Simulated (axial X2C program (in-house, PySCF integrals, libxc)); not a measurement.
# All-electron X2C curves of RuH, part 2 of 2

Computed with an in-house X2C program for linear molecules on PySCF integrals; all-electron X2C, Ru dyall-cv3z, H dyall-v3z.

## 11. PBE0, 2c

State followed: Ω = 3/2 (excess of +ω over −ω: ω = 1/2, ω = -3/2, ω = 5/2). The scan is laid around 1.585 Å, a first estimate of the minimum, and this SCF restarts from the orbitals of the search.

Output at 1.585 Å:

```text
two-component X2C + atomic mean field  PBE0
basis functions 167  fitting functions 766  grid points 5070
iter        total energy     max residual
   1      -4528.463489739     2.56e+00
   2      -4528.815646752     7.56e-03
   3      -4528.813968052     1.39e-02
   4      -4528.816717527     1.24e-03
   5      -4528.816727744     5.64e-04
   6      -4528.816731849     1.85e-04
   7      -4528.816732665     2.67e-05
   8      -4528.816732705     9.13e-06
   9      -4528.816732714     1.82e-06
  10      -4528.816732714     9.09e-07
converged
one-electron -6271.73321297  Coulomb 1865.26732042  exact exchange -33.17688153  xc functional -101.62560662  nuclear repulsion 14.69009292  atomic mean-field constant -2.23844494
```

Along the bond, energies from the lowest point:

| R (Å) | E (eV) | μ (D) | HOMO (eV) | LUMO (eV) | iterations |
| --- | --- | --- | --- | --- | --- |
| 1.379 | 0.4138 | -1.81 | -5.65 | -2.12 | 13 |
| 1.442 | 0.1771 | -1.95 | -5.64 | -2.10 | 14 |
| 1.490 | 0.0723 | -2.05 | -5.63 | -2.09 | 13 |
| 1.537 | 0.0163 | -2.15 | -5.63 | -2.09 | 12 |
| 1.585 | 0.0000 | -2.25 | -5.64 | -2.08 | 10 |
| 1.641 | 0.0210 | -2.36 | -5.64 | -2.08 | 13 |
| 1.696 | 0.0757 | -2.48 | -5.65 | -2.08 | 12 |
| 1.767 | 0.1828 | -2.62 | -5.67 | -2.09 | 13 |
| 1.854 | 0.3525 | -2.78 | -5.69 | -2.11 | 13 |
| 1.981 | 0.6437 | -3.00 | -5.74 | -2.15 | 14 |
| 2.156 | 1.0732 | -3.24 | -5.81 | -2.36 | 14 |
| 2.377 | 1.5909 | -3.29 | -5.88 | -2.56 | 14 |

Dipoles are positive if H is the positive end.

Outer spinors at the reference distance:

```tsv
ω	occupied	ε (eV)	atomic character	λ mixture
1/2	yes	-8.98	57% Ru d, 34% H s, 5% Ru s	100% σ
-1/2	yes	-8.45	50% H s, 29% Ru d, 14% Ru s	100% σ
-3/2	yes	-8.13	100% Ru d	100% δ
5/2	yes	-7.86	100% Ru d	100% δ
-1/2	yes	-6.86	96% Ru d, 2% H p	99% π, 1% σ
3/2	yes	-6.75	97% Ru d, 2% H p	99% π, 1% δ
1/2	yes	-6.11	52% Ru s, 29% Ru d, 19% H s	95% σ, 5% π
1/2	yes	-5.74	94% Ru d, 3% Ru s, 2% H p	95% π, 5% σ
-3/2	yes	-5.64	96% Ru d, 2% H p	100% π
-1/2	no	-2.08	61% Ru s, 28% Ru d, 6% H s	100% σ
3/2	no	-1.95	100% Ru d	99% δ, 1% π
-5/2	no	-1.75	100% Ru d	100% δ
1/2	no	-1.48	63% Ru p, 18% Ru s, 9% H s	100% σ
```

PBE0 fields in the half plane through the axis: z from -2.4 to 3.9 Å across, distance from the axis 0.15 to 2.25 Å upwards; Ru lies at z = 0 and H at z = 1.585 Å; the ELF is damped to zero where the density is low.

log10 density (e/bohr³). Ten even steps from '0' (-5.31 ) to '9' (1.72 ):
```
1122233333332222111000
1222333333333332221100
1223344444444333222110
2233444554444443322110
2234455555555444332211
2234456666655554433211
2234566777666655443221
2234567898766665443221
```

ELF. Ten even steps from '0' (0.00 ) to '9' (1.00 ):
```
0000011111111000000000
0001122212222110000000
0001233212223333100000
0001233322233456520000
0001234323334688862000
0000135656435899985000
0000037747637999997200
0000026161538999998200
```

Re = 1.584 Å, ωe = 1966 cm⁻¹, ωexe = 34.8 cm⁻¹, Be = 6.735 cm⁻¹, De = 2.66 eV, μ = -2.25 D.

## 12. HF, 2c

The SCF at the reference distance of 1.585 Å:

```text
two-component X2C + atomic mean field  HF
basis functions 167  fitting functions 766  grid points 5070
iter        total energy     max residual
   1      -4526.721770701     3.74e-01
   2      -4526.744136488     1.02e-02
   3      -4526.746303923     7.11e-03
   4      -4526.746963589     3.85e-03
   5      -4526.747389246     2.40e-03
   6      -4526.747613883     7.92e-04
   7      -4526.747678853     5.24e-04
   8      -4526.747711299     3.69e-04
   9      -4526.747718694     3.37e-04
  10      -4526.747724032     2.95e-04
  11      -4526.747727578     2.54e-04
  12      -4526.747732533     1.76e-04
  13      -4526.747736540     5.44e-05
  14      -4526.747736912     1.67e-05
  15      -4526.747736954     6.34e-06
  16      -4526.747736959     4.67e-06
  17      -4526.747736962     2.80e-06
  18      -4526.747736962     1.84e-06
converged
one-electron -6271.47441010  Coulomb 1865.09149542  exact exchange -132.81647026  xc functional 0.00000000  nuclear repulsion 14.69009292  atomic mean-field constant -2.23844494
```

Re = 1.675 Å, ωe = 1660 cm⁻¹, ωexe = 30.3 cm⁻¹, Be = 6.023 cm⁻¹, De = 1.16 eV, μ = -3.52 D.

## 13. BP86, 2c

Output at 1.585 Å:

```text
two-component X2C + atomic mean field  BP86
basis functions 167  fitting functions 766  grid points 5070
iter        total energy     max residual
   1      -4529.710486794     1.66e-01
   2      -4529.713894325     7.09e-03
   3      -4529.712392972     1.35e-02
   4      -4529.714652092     1.62e-03
   5      -4529.714674331     9.83e-04
   6      -4529.714705060     1.87e-04
   7      -4529.714705922     4.92e-05
   8      -4529.714705990     1.98e-05
   9      -4529.714706002     4.35e-06
  10      -4529.714706002     4.71e-07
converged
one-electron -6271.36783116  Coulomb 1864.87572243  exact exchange 0.00000000  xc functional -135.67424525  nuclear repulsion 14.69009292  atomic mean-field constant -2.23844494
```

Re = 1.581 Å, ωe = 2000 cm⁻¹, ωexe = 36.4 cm⁻¹, Be = 6.758 cm⁻¹, De = 3.12 eV, μ = -1.82 D.

## 14. BHandHLYP, 2c

The SCF at the reference distance of 1.585 Å:

```text
two-component X2C + atomic mean field  BHandHLYP
basis functions 167  fitting functions 766  grid points 5070
iter        total energy     max residual
   1      -4529.108514138     1.20e-01
   2      -4529.110772899     2.12e-03
   3      -4529.110966946     1.81e-03
   4      -4529.111035962     8.71e-04
   5      -4529.111069482     6.69e-04
   6      -4529.111105809     5.90e-04
   7      -4529.111121522     5.25e-04
   8      -4529.111140108     4.21e-04
   9      -4529.111158140     2.67e-04
  10      -4529.111168138     8.68e-05
  11      -4529.111169070     3.05e-05
  12      -4529.111169171     1.96e-05
  13      -4529.111169198     1.24e-05
  14      -4529.111169209     5.51e-06
  15      -4529.111169212     1.47e-06
  16      -4529.111169212     4.72e-07
converged
one-electron -6271.81789302  Coulomb 1865.37958308  exact exchange -66.37383912  xc functional -68.75066813  nuclear repulsion 14.69009292  atomic mean-field constant -2.23844494
```

Re = 1.608 Å, ωe = 1872 cm⁻¹, ωexe = 32.4 cm⁻¹, Be = 6.533 cm⁻¹, De = 2.40 eV, μ = -2.67 D.

## 15. r2SCAN0, 2c

The SCF at the reference distance of 1.585 Å:

```text
two-component X2C + atomic mean field  r2SCAN0
basis functions 167  fitting functions 766  grid points 5070
iter        total energy     max residual
   1      -4529.113673022     8.87e-02
   2      -4529.115830101     1.68e-03
   3      -4529.115914175     1.04e-03
   4      -4529.115946661     5.31e-04
   5      -4529.115964784     3.76e-04
   6      -4529.115970636     2.33e-04
   7      -4529.115974940     1.07e-04
   8      -4529.115975649     4.36e-05
   9      -4529.115975753     1.63e-05
  10      -4529.115975768     5.38e-06
  11      -4529.115975769     1.27e-06
converged
one-electron -6271.79699909  Coulomb 1865.35554271  exact exchange -33.18517024  xc functional -101.94099714  nuclear repulsion 14.69009292  atomic mean-field constant -2.23844494
```

Re = 1.586 Å, ωe = 1970 cm⁻¹, ωexe = 35 cm⁻¹, Be = 6.713 cm⁻¹, De = 2.76 eV, μ = -2.39 D.

## 16. MP2 and beyond, 2c

Correlated methods: 9 electrons correlated (frozen shells, counted by type: Ru 4 s, 3 p, 1 d; H none), 222 virtual spinors in MP2, 125 natural virtuals in coupled cluster.

Output of the correlated part at 1.585 Å:

```text
correlated 9  virtual 222  natural virtual 125  E(MP2) -0.241213283  MP2 remainder -0.003015542
iter   CCSD correlation   residual
   1     -0.234441639   9.95e-02
   2     -0.239843871   4.99e-02
   3     -0.242617436   2.96e-02
   4     -0.243278019   1.35e-02
   5     -0.243577153   5.86e-03
   6     -0.243646486   2.63e-03
   7     -0.243642718   1.12e-03
   8     -0.243652001   6.26e-04
   9     -0.243642938   3.78e-04
  10     -0.243643488   2.49e-04
  11     -0.243640639   1.60e-04
  12     -0.243642471   1.04e-04
  13     -0.243642983   6.27e-05
  14     -0.243644380   3.68e-05
  15     -0.243644826   2.04e-05
  16     -0.243645185   1.16e-05
  17     -0.243645270   5.81e-06
  18     -0.243645281   3.19e-06
(T) -0.012220291  T1 0.0465  D1 0.1204  max T2 0.063
```

MP2: Re = 1.567 Å, ωe = 1997 cm⁻¹, Be = 6.878 cm⁻¹, De = 2.35 eV.

CCSD: Re = 1.596 Å, ωe = 1911 cm⁻¹, ωexe = 34.5 cm⁻¹, Be = 6.63 cm⁻¹, De = 2.48 eV. T1 at Re = 0.033 (Lee–Taylor, the printed value over √2).

CCSD(T): Re = 1.592 Å, ωe = 1929 cm⁻¹, ωexe = 35.3 cm⁻¹, Be = 6.663 cm⁻¹, De = 2.58 eV. T1 at Re = 0.033 (Lee–Taylor, the printed value over √2).

## 17. A higher determinant, 2c

State: Ω = 9/2 (excess of +ω over −ω: ω = 1/2, ω = 3/2, ω = 5/2).

Output at the reference distance:

```text
two-component X2C + atomic mean field  PBE0
basis functions 167  fitting functions 766  grid points 5070
iter        total energy     max residual
   1      -4528.455383852     2.59e+00
   2      -4528.808604474     7.98e-03
   3      -4528.806855716     1.42e-02
   4      -4528.809706564     1.29e-03
   5      -4528.809717793     5.81e-04
   6      -4528.809721783     1.95e-04
   7      -4528.809722560     3.08e-05
   8      -4528.809722626     1.03e-05
   9      -4528.809722636     1.98e-06
  10      -4528.809722636     8.74e-07
converged
one-electron -6272.13334586  Coulomb 1865.66065968  exact exchange -33.17596246  xc functional -101.61272197  nuclear repulsion 14.69009292  atomic mean-field constant -2.23844494
```

```
R (Å)  E above the lowest PBE0 point (eV)
1.379                               0.704
1.442                               0.432
1.490                               0.304
1.537                               0.227
1.585                               0.191
1.641                               0.191
1.696                               0.227
1.767                               0.313
1.854                               0.460
```

Re = 1.612 Å, ωe = 1893 cm⁻¹, ωexe = 33.9 cm⁻¹, Be = 6.504 cm⁻¹, μ = -2.39 D. Te = 0.19 eV.

State: Ω = 5/2 (excess of +ω over −ω: ω = 5/2).

Output at the reference distance:

```text
two-component X2C + atomic mean field  PBE0
basis functions 167  fitting functions 766  grid points 5070
iter        total energy     max residual
   1      -4528.446502940     2.59e+00
   2      -4528.799516222     8.04e-03
   3      -4528.797718371     1.43e-02
   4      -4528.800624494     1.30e-03
   5      -4528.800635911     5.76e-04
   6      -4528.800639855     1.95e-04
   7      -4528.800640633     3.05e-05
   8      -4528.800640704     1.06e-05
   9      -4528.800640716     3.10e-06
  10      -4528.800640717     2.17e-06
converged
one-electron -6272.09047267  Coulomb 1865.62051343  exact exchange -33.17072049  xc functional -101.61160896  nuclear repulsion 14.69009292  atomic mean-field constant -2.23844494
```

```
R (Å)  E above the lowest PBE0 point (eV)
1.379                               0.951
1.442                               0.679
1.490                               0.551
1.537                               0.474
1.585                               0.438
1.641                               0.438
1.696                               0.474
1.767                               0.560
1.854                               0.708
```

Re = 1.612 Å, ωe = 1894 cm⁻¹, ωexe = 33.9 cm⁻¹, Be = 6.504 cm⁻¹, μ = -2.40 D. Te = 0.43 eV.

## 18. The 2c curves together

Energy (eV) of the followed determinant, 2c, from each level's lowest point:

```csv
R (Å),PBE0,HF,MP2,CCSD,CCSD(T),BP86,BHandHLYP,r2SCAN0
1.379,0.414,0.696,0.349,n/a,n/a,0.415,0.482,0.427
1.442,0.177,0.386,0.136,0.202,0.194,0.175,0.225,0.185
1.490,0.072,0.225,0.047,0.089,0.084,0.070,0.104,0.077
1.537,0.016,0.114,0.004,0.025,0.022,0.015,0.032,0.018
1.585,0.000,0.044,0.000,0.000,0.000,0.000,0.000,0.000
1.641,0.021,0.004,0.033,0.011,0.014,0.024,0.003,0.019
1.696,0.076,0.000,0.098,0.057,0.063,0.082,0.040,0.073
1.767,0.183,0.036,0.217,0.152,0.161,0.193,0.126,0.179
1.854,0.353,0.125,0.401,n/a,n/a,0.369,0.273,0.348
1.981,0.644,0.311,0.712,n/a,n/a,0.669,0.535,0.639
2.156,1.073,0.607,1.176,n/a,n/a,1.110,0.933,1.064
2.377,1.591,0.934,1.710,n/a,n/a,1.646,1.421,1.556
```

Time for the job: 2.9 min (2 threads of Arm Neoverse V2, shared host).

## 19. Results

What follows sums up all 2 parts.

Lowest determinant that the search found at its distance, spin-free: M_S = 3/2, Λ = 0 (beyond closed shells: σα, δ+α, δ-α).

Lowest determinant that the search found at its distance, 2c: Ω = 3/2 (excess of +ω over −ω: ω = 1/2, ω = -3/2, ω = 5/2).

| Hamiltonian | level | Re (Å) | ωe (cm⁻¹) | De (eV) | μ (D) |
| --- | --- | --- | --- | --- | --- |
| spin-free | PBE0 | 1.583 | 1968 | 2.77 | -2.25 |
| spin-free | HF | 1.674 | 1661 | 1.26 | -3.51 |
| spin-free | MP2 | 1.565 | 2002 | 2.45 | n/a |
| spin-free | CCSD | 1.594 | 1919 | 2.58 | n/a |
| spin-free | CCSD(T) | 1.590 | 1938 | 2.67 | n/a |
| spin-free | BP86 | 1.581 | 2002 | 3.16 | -1.82 |
| spin-free | BHandHLYP | 1.607 | 1875 | 2.50 | -2.66 |
| spin-free | r2SCAN0 | 1.586 | 1972 | 2.76 | -2.39 |
| 2c | PBE0 | 1.584 | 1966 | 2.66 | -2.25 |
| 2c | HF | 1.675 | 1660 | 1.16 | -3.52 |
| 2c | MP2 | 1.567 | 1997 | 2.35 | n/a |
| 2c | CCSD | 1.596 | 1911 | 2.48 | n/a |
| 2c | CCSD(T) | 1.592 | 1929 | 2.58 | n/a |
| 2c | BP86 | 1.581 | 2000 | 3.12 | -1.82 |
| 2c | BHandHLYP | 1.608 | 1872 | 2.40 | -2.67 |
| 2c | r2SCAN0 | 1.586 | 1970 | 2.76 | -2.39 |

Dipoles are positive if H is the positive end.

Time per point (s) on 2 threads of Arm Neoverse V2, shared host (2c runs; CCSD comes with the CCSD(T) run); the times are rough: PBE0 0.39, HF 0.27, MP2 0.36, CCSD(T) 6.5, BP86 0.26, BHandHLYP 0.46, r2SCAN0 0.62.

In words: At CCSD(T), going from spin-free to two-component changes Re by +3 mÅ, ωe by -0.5 %, which is small (part of it comes from the scalar share of the two-electron terms). De moves by -0.09 eV; both De rest on single-determinant atoms, which can miss part of an open shell's spin–orbit lowering.

De refers to Ru + H, each in the lowest determinant found, which need not be this curve's own limit. Each curve is one determinant whose occupation by symmetry is held fixed; it was picked as the lowest of a PBE0 search that is not exhaustive. Dissociation energies refer to the lowest single-determinant-based atoms at the same level and basis. Density functionals use the spin component along the axis (collinear). Coupled cluster ran in a truncated set of natural virtual spinors; the MP2 energy of the rest was added. The meta-GGAs lack a current-density term, which matters for open shells with orbital currents, atoms included. With several unpaired electrons one determinant need not be a pure state. The spin-free determinant is spin-contaminated at some levels, which hurts MP2 most. T1 at Re is 0.033 (Lee–Taylor), above the customary mark of 0.02.
